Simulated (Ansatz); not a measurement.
The system is GaB.

```
CELL_PARAMETERS angstrom
2.71824 0.00000 0.00000
0.00000 2.71824 0.00000
0.00000 0.00000 3.23621
ATOMIC_POSITIONS crystal
Ga 0.50000 0.50000 0.50000
B 0.00000 0.00000 0.00000
```

The cell was built by a generator and needn't be a form met in nature.

* Program: Ansatz 0.2.0
* Task: relaxation of cell and atoms
* Functional: HF
* Potentials or basis: Ansatz PAW
* Cutoff: 420 eV (not typed: the program's choice for these potentials)
* k mesh: 5 × 5 × 4
* Occupations: fermi-dirac, width 0.05 eV
* Spin: no spin polarisation

At the start: volume 11.96 Å³/atom.

Q: How do energy, volume and symmetry change on relaxing?

A: It ends after 6 steps and the volume is 12.47 Å³/atom (+4.3 %); space group P4/mmm (No. 123, to 0.05 Å).

The path:
```
step  energy change (eV)  largest force (eV/Å)  volume (Å³)
   1              0.0000                0.0000        23.91
   2             -0.0024                0.0000        24.85
   3             -0.0054                0.0000        25.55
   4             -0.0135                0.0000        24.98
   5             -0.0137                0.0000        24.94
   6             -0.0158                0.0000        24.94
```

Final structure:
```xyz
2
Lattice="2.7625 0.0000 0.0000 0.0000 2.7625 0.0000 0.0000 0.0000 3.2675" Properties=species:S:1:pos:R:3 pbc="T T T"
Ga    1.3813    1.3813    1.6338
B     0.0000    0.0000    0.0000
```

Caveat: the k mesh is coarse (spacing up to 0.49 Å⁻¹), so the values aren't converged, least of all with exact exchange; the plane-wave basis is chosen anew once the cell has moved, so the energies of steps on either side of that aren't comparable; the pressure holds a Pulay correction of +0.4 GPa for the finite cutoff; the PAW data sets come from PBE, with cores solved anew for the run's functional, which leaves a small shift of forces and pressure.
